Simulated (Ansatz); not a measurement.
This script for a rigid scan of one bond length of CH6GeS2, SMILES CS[S][GeH3] with the Python package of Ansatz (0.2.0) holds a mistake.

The script, `ch6ges2.py`:
```python
"""Stretching a bond of CH6GeS2, the rest held rigid."""

from dataclasses import dataclass
import logging
import sys

import ansatz as az
import numpy as np

logging.basicConfig(stream=sys.stdout, format="%(levelname)s:%(name)s:%(message)s")
logger = logging.getLogger("ch6ges2")
logger.setLevel(logging.INFO)


@dataclass(frozen=True)
class RunConfig:
    basis: str = "def2-SVP"
    level: str = "mp2"


cfg = RunConfig()

geometry_ang = [
    ("C", (-0.2967, 1.4469, -1.1052)),
    ("S", (0.39, 1.5007, 0.5432)),
    ("S", (1.6116, -0.1731, 0.1257)),
    ("Ge", (0.2613, -1.5825, 1.0317)),
    ("H", (0.4466, 1.6276, -1.9012)),
    ("H", (-1.0774, 2.3374, -1.1957)),
    ("H", (-0.8435, 0.5331, -1.2913)),
    ("H", (0.8018, -3.0137, 0.9656)),
    ("H", (-0.0645, -1.188, 2.5562)),
    ("H", (-1.1461, -1.5395, 0.274)),
]
geometry = az.Crystal.molecule()
for symbol, xyz in geometry_ang:
    geometry = geometry.atom(symbol, xyz)

symbols = [site.symbol for site in geometry.cartesian_sites]
start = np.array([site.position_ang for site in geometry.cartesian_sites])
axis = (start[7] - start[3]) / np.linalg.norm(start[7] - start[3])
moving = [7]
lengths, energies = [1.3, 1.41, 1.53, 1.68, 1.91, 2.3, 2.76, 3.37], []
for length in lengths:
    xyz = start.copy()
    xyz[moving] += (length - np.linalg.norm(start[7] - start[3])) * axis
    point = az.Crystal.molecule()
    for symbol, place in zip(symbols, xyz):
        point = point.atom(symbol, place.tolist())
    calc = point.calculation()
    calc = calc.basis(gaussian=cfg.basis)
    calc = calc.correlation(cfg.level)
    data = calc.run().report()
    energies.append(data["free_energy_ev"])
    logger.info(f"r = {length:6.3f} A  E = {energies[-1]:.5f} eV  <S^2> = {abs(data['mean_field']['state']['spin_squared']):.3f}")

print("energy above the lowest point (eV):", [round(e - min(energies), 3) for e in energies])
```

```console
$ python ch6ges2.py
Traceback (most recent call last):
  File "ch6ges2.py", line 53, in <module>
    data = calc.run().report()
TypeError: 'dict' object is not callable
```

Find the fault and give the corrected script.

The fault: report is a dict, not a method. The correction:

```diff
--- before
+++ after
@@ -52,3 +52,3 @@
     calc = calc.correlation(cfg.level)
-    data = calc.run().report()
+    data = calc.run().report
     energies.append(data["free_energy_ev"])
```

The mended script runs so:

```console
$ python ch6ges2.py
INFO:ch6ges2:r =  1.300 A  E = -79235.59854 eV  <S^2> = 0.000
INFO:ch6ges2:r =  1.410 A  E = -79236.11651 eV  <S^2> = 0.000
INFO:ch6ges2:r =  1.530 A  E = -79236.26575 eV  <S^2> = 0.000
INFO:ch6ges2:r =  1.680 A  E = -79236.09340 eV  <S^2> = 0.000
INFO:ch6ges2:r =  1.910 A  E = -79235.46049 eV  <S^2> = 0.000
INFO:ch6ges2:r =  2.300 A  E = -79234.15915 eV  <S^2> = 0.000
INFO:ch6ges2:r =  2.760 A  E = -79232.85458 eV  <S^2> = 0.000
INFO:ch6ges2:r =  3.370 A  E = -79231.73893 eV  <S^2> = 0.000
energy above the lowest point (eV): [0.667, 0.149, 0.0, 0.172, 0.805, 2.107, 3.411, 4.527]
```

Total energies depend on the basis set; only differences at equal settings carry meaning. The rest of the molecule is held rigid at a force-field or estimated start geometry, and the basis set is modest; single-reference methods fail as a bond breaks. The orbitals are restricted, so S² is zero by construction. Toward dissociation an unrestricted state can lie under the restricted one, by tenths of an eV for polar bonds under a functional and by 1 to 2 eV or more for others. S² is that of the Hartree-Fock reference. Finished in 34 s on 1 thread of Intel(R) Xeon(R) Platinum 8259CL CPU @ 2.50GHz (Skylake/Cascade Lake), with other jobs on the host, peak memory 0.36 GiB.

(Lines on the test bed's own set-up are left out of the output.)
